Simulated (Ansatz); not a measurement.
**C2H5BN (SMILES B[N]C=C): UHF/def2-SVPD**

Aim: the vertical doublet–quartet gap of C2H5BN at UHF/def2-SVPD, from 2 runs. 

The calculation is run with Ansatz 0.2.0.

40 further runs of the same task are left out: 40 set aside as unsound or not needed.

## 1. The molecule

C2H5BN: 9 atoms, total charge 0, spin state doublet. SMILES: `B[N]C=C`. The coordinates come from a PBE0-D4/def2-TZVP relaxation.

Bond lengths: B1–N2 1.342 Å, N2–C3 1.284 Å, C3–C4 1.392 Å, B1–H5 1.202 Å, B1–H6 1.202 Å, C3–H7 1.093 Å, C4–H8 1.082 Å, C4–H9 1.083 Å. Angles: B1–N2–C3 179.9°, N2–C3–C4 123.6°, N2–B1–H5 119.4°, N2–B1–H6 119.4°, N2–C3–H7 118.2°, C4–C3–H7 118.1°, C3–C4–H8 120.6°, C3–C4–H9 120.2°, H5–B1–H6 121.3°, H8–C4–H9 119.2°.

## 2. The energy at UHF/def2-SVPD

run.yaml

```yaml
basis:
  gaussian:
    orbitals: def2-SVPD
crystal:
  periodic: [false, false, false]
  atoms:
    - {symbol: B, position_ang: [-0.864600, 1.674800, -0.110400]}
    - {symbol: "N", position_ang: [-0.486400, 0.387700, -0.106200]}
    - {symbol: C, position_ang: [-0.126200, -0.844400, -0.102100]}
    - {symbol: C, position_ang: [1.161000, -1.270600, 0.212300]}
    - {symbol: H, position_ang: [-1.300900, 2.164000, 0.896800]}
    - {symbol: H, position_ang: [-0.758900, 2.316900, -1.120700]}
    - {symbol: H, position_ang: [-0.871400, -1.601800, -0.359600]}
    - {symbol: H, position_ang: [1.410600, -2.323300, 0.200400]}
    - {symbol: H, position_ang: [1.925400, -0.549500, 0.472300]}
output: {orbitals: {seedname: orbitals}}
hamiltonian:
  xc: hf
accuracy: high
magnetization:
  spin_polarized: true
  initial_magnetization: 1
```

Command:

```
ansatz run run.yaml --threads 1 --pin off --max-ram 3480MiB --events-out events.jsonl --progress --plain --runs-dir runs
```

The program printed:

```text
Warning: RAYON_NUM_THREADS=1 ignored (pool sized by the plan → 1); use --threads N
Functional definition: HF
  name "HF"
  exchange = exact_x
  correlation = 0
2481 factors; integrals over basis functions are off by at most 3.5e-9 eV
mean field evaluation 1: about -4286.4912 eV, gradient 2.0e1 eV
mean field evaluation 2: about -4286.5738 eV, gradient 2.0e1 eV
mean field evaluation 4: about -4289.3309 eV, gradient 4.0e0 eV
mean field evaluation 8: about -4289.6469 eV, gradient 4.9e-1 eV
mean field evaluation 16: about -4289.6564 eV, gradient 2.1e-5 eV
mean field -4289.65642058 eV, -157.6419658227 hartree, gradient 2.0e-8 eV, S^2 0.955745; 0 other end points of the search recorded, 0 dependent functions left out
reference -4289.65642058 eV, -157.6419658227 hartree; 15, 14 occupied and 105, 106 virtual orbitals, 2481 factors
Total energy: -4289.65642058 eV, -157.6419658227 hartree
```

It took 6.3 s on 1 thread of Arm Neoverse V2, shared host; peak memory 0.42 GiB.

## 3. The quartet, same level

input.yaml

```yaml
crystal:
  periodic: [false, false, false]
  atoms:
    - {symbol: B, position_ang: [-0.864600, 1.674800, -0.110400]}
    - {symbol: N, position_ang: [-0.486400, 0.387700, -0.106200]}
    - {symbol: C, position_ang: [-0.126200, -0.844400, -0.102100]}
    - {symbol: C, position_ang: [1.161000, -1.270600, 0.212300]}
    - {symbol: H, position_ang: [-1.300900, 2.164000, 0.896800]}
    - {symbol: H, position_ang: [-0.758900, 2.316900, -1.120700]}
    - {symbol: H, position_ang: [-0.871400, -1.601800, -0.359600]}
    - {symbol: H, position_ang: [1.410600, -2.323300, 0.200400]}
    - {symbol: H, position_ang: [1.925400, -0.549500, 0.472300]}
basis:
  gaussian:
    orbitals: def2-SVPD
magnetization:
  spin_polarized: true
  initial_magnetization: 3
hamiltonian:
  xc: hf
accuracy: high
output: {orbitals: {seedname: orbitals}}
```

Command:

```
ansatz run input.yaml --threads 1 --pin off --max-ram 3480MiB --events-out events.jsonl --progress --plain --runs-dir runs
```

The program printed, shortened:

```text
Warning: RAYON_NUM_THREADS=1 ignored (pool sized by the plan → 1); use --threads N
[... 2 set-up lines as earlier in the session ...]
[...]
2481 factors; integrals over basis functions are off by at most 3.5e-9 eV
[...]
mean field -4284.64007834 eV, -157.4576186455 hartree, gradient 1.7e-8 eV, S^2 3.991884; 4 other end points of the search recorded, 0 dependent functions left out
reference -4284.64007834 eV, -157.4576186455 hartree; 16, 13 occupied and 104, 107 virtual orbitals, 2481 factors
Total energy: -4284.64007834 eV, -157.4576186455 hartree
```

Run time: 18 s. Hardware: 1 thread of Arm Neoverse V2, shared host; peak memory 0.47 GiB.

## 4. Summary of results

At UHF/def2-SVPD:

| quantity | value |
| --- | --- |
| doublet: total energy | -157.64197 Eh |
| doublet: HOMO energy (highest over α and β) | -10.37 eV |
| doublet: LUMO energy (lowest over α and β) | 1.77 eV |
| doublet: ⟨S²⟩ | 0.956 |
| quartet: total energy | -157.45762 Eh |
| quartet: HOMO energy (highest over α and β) | -4.81 eV |
| quartet: LUMO energy (lowest over α and β) | 0.05 eV |
| quartet: ⟨S²⟩ | 3.992 |
| vertical energy of the quartet above the doublet | 5.016 eV |

**Reading.** At this shape the quartet lies 5.02 eV (116 kcal/mol) above the doublet. ⟨S²⟩ (doublet) is 0.96 where a pure doublet has 0.75: the reference is spin-contaminated. ⟨S²⟩ (quartet) is 3.99 where a pure quartet has 3.75: the reference is spin-contaminated.
